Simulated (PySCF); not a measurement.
# H4N2Ni (Ni(NH2)2): the cost of one run

Programs: PySCF 2.14.0, with density-fitted response routines of our own. Each step states its level of theory. These are calculated values for one molecule in the gas phase, unless marked as measured. Atoms are numbered from 0 throughout.

## (1) Starting geometry

7 atoms, charge 0, multiplicity 3; geometry from: GFN2-xTB. The atoms were then displaced at random by about 0.03 Å, so the start is not that level's minimum.

Bonds of the start (Å): Ni0–N1 1.78, Ni0–N4 1.84, N1–H2 0.99, N1–H3 0.94, N4–H5 1.02, N4–H6 0.97.

## (2) Optimising the geometry at PBE0-D3(BJ)/def2-SVP

Job settings and geometry (Å):

```
{"job": {"xc": "PBE0", "basis": "def2-SVP", "d3": "d3bj", "grid": 1, "maxiter": 40, "shake": 0.03, "kind": "geom"}, "charge": 0, "multiplicity": 3}
Ni     0.047090    -0.081110     0.012600
N     -0.012900    -0.042870     1.788230
H      0.579730     0.498590     2.361830
H     -0.500400    -0.573520     2.394680
N     -0.027020     0.008610    -1.826370
H      0.602790     0.596840    -2.381110
H     -0.597440    -0.508540    -2.418410
```

The run is started by

```
OMP_NUM_THREADS=1 python probes_run.py task.json out
```

The driver reads the jobs from task.json and runs them one after another.

**Question.** How long does this first job take on 1 thread of Arm Neoverse V1, shared host, and how much memory does it need?

About 63 s, with a peak of 0.33 GiB.
